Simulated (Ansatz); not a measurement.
# C2H8AlNS: up Jacob's ladder to CCSD(T)

Aim: compute C2H8AlNS with functionals from several rungs and with coupled cluster. The yardstick is the atomisation energy at the CCSD(T) limit.

Method: functionals in def2-TZVPP, the program's frozen cores in correlated methods; program: Ansatz 0.2.0, Gaussian basis.

Plan: PBE-D4, r2SCAN-D4, PBE0-D4, B3LYP-D4, ωB97X-V, ωB97M-V, B2PLYP; CCSD(T)/def2-TZVPP; MP2/def2-QZVPP; extrapolation to the limit.

## Step 1: The relaxed structure

The geometry comes from an earlier relaxation with PBE0-D4 in a triple-zeta def2 set; it is a stationary point, not always the lowest conformer.

13 atoms, charge 0, spin multiplicity 1.

Atoms are counted from 1 here; the program's logs count them from 0.

Bond lengths: N1–C2 1.430 Å, N1–H6 1.012 Å, N1–H7 1.010 Å, C2–S3 1.831 Å, C2–H8 1.092 Å, C2–H9 1.097 Å, S3–C4 1.847 Å, S3–Al5 2.409 Å, C4–Al5 1.962 Å, C4–H10 1.089 Å, C4–H11 1.088 Å, Al5–H12 1.593 Å, Al5–H13 1.584 Å. Angles: C2–N1–H6 111.5°, C2–N1–H7 111.8°, H6–N1–H7 109.4°, N1–C2–S3 109.0°, N1–C2–H8 109.8°, N1–C2–H9 115.9°, S3–C2–H8 107.0°, S3–C2–H9 106.0°, H8–C2–H9 108.7°, C2–S3–C4 99.9°, C2–S3–Al5 96.9°, C4–S3–Al5 52.9°, S3–C4–Al5 78.4°, S3–C4–H10 106.8°, S3–C4–H11 109.9°, Al5–C4–H10 118.0°, Al5–C4–H11 126.6°, H10–C4–H11 109.8° and more.

Geometry (Å):

```
N    -0.5830    1.9731    0.7999
C    -1.0057    0.7078    0.2847
S    -0.0498   -0.6208    1.1062
C     0.0398   -1.8478   -0.2717
Al    1.6787   -0.8088   -0.5615
H     0.2741    2.2837    0.3615
H    -1.2940    2.6813    0.6867
H    -2.0565    0.5421    0.5292
H    -0.8668    0.5578   -0.7934
H     0.1324   -2.8311    0.1879
H    -0.8702   -1.8031   -0.8663
H     1.5733    0.5196   -1.4336
H     3.0480   -1.3884   -0.0147
```

## Step 2: PBE-D4 (GGA)

File in.yaml:

```yaml
crystal:
  periodic: [false, false, false]
  atoms:
    - {symbol: N, position_ang: [-0.582965, 1.973116, 0.799884]}
    - {symbol: C, position_ang: [-1.005720, 0.707754, 0.284650]}
    - {symbol: S, position_ang: [-0.049837, -0.620802, 1.106156]}
    - {symbol: C, position_ang: [0.039774, -1.847830, -0.271687]}
    - {symbol: Al, position_ang: [1.678733, -0.808818, -0.561486]}
    - {symbol: H, position_ang: [0.274116, 2.283662, 0.361525]}
    - {symbol: H, position_ang: [-1.294014, 2.681279, 0.686660]}
    - {symbol: H, position_ang: [-2.056523, 0.542086, 0.529192]}
    - {symbol: H, position_ang: [-0.866815, 0.557780, -0.793440]}
    - {symbol: H, position_ang: [0.132439, -2.831068, 0.187936]}
    - {symbol: H, position_ang: [-0.870206, -1.803111, -0.866315]}
    - {symbol: H, position_ang: [1.573331, 0.519591, -1.433575]}
    - {symbol: H, position_ang: [3.047987, -1.388439, -0.014698]}
basis:
  gaussian: {orbitals: def2-TZVPP}
hamiltonian: {xc: pbe, dispersion: d4}
output: {forces: true, orbitals: {seedname: orbitals}}
```

Started as:

```console
> ansatz run in.yaml --threads 4 --pin off --events-out ev --progress --plain --max-ram 10444MiB
```

Further steps of the session: r2SCAN-D4 (meta-GGA); PBE0-D4 (hybrid); B3LYP-D4 (hybrid); ωB97X-V (range-separated); ωB97M-V (range-separated); B2PLYP (double hybrid); CCSD(T) in def2-TZVPP; MP2 in def2-QZVPP.

**Question.** What will the summary of the whole plan be? Wanted: atomisation energy, CCSD(T)/CBS; farthest; mean size of error, hybrid; mean size of error, range-separated; gap, smallest and largest; T1 diagnostic; triples share of the correlation energy.

The runs gave:

| quantity | value |
| --- | --- |
| atomisation energy, CCSD(T)/CBS | 4359.9 kJ/mol |
| functionals within 21.8 kJ/mol (0.5 %) | r2SCAN-D4, PBE0-D4, B3LYP-D4, ωB97X-V |
| farthest | PBE-D4 (+78.4 kJ/mol) |
| mean size of error, hybrid | 5.3 kJ/mol |
| mean size of error, range-separated | 21.9 kJ/mol |
| gap, smallest and largest | 4.65 eV (PBE-D4), 10.72 eV (ωB97X-V) |
| T1 diagnostic | 0.0111 |
| triples share of the correlation energy | 4.1 % |

**Reading.** PBE-D4 is off by +78.4 kJ/mol. Double hybrids carry the basis error of their MP2 part in triple zeta, and no dispersion term here, so their miss is partly the set-up's. The reference freezes the cores and leaves out relativity and excitations past (T), so misses under about 21.8 kJ/mol can't be ranked. Hartree-Fock recovers 71 % of the binding; the rest is correlation. The gap grows from 4.7 to 10.7 eV across the functionals, mostly with the share of exact exchange.
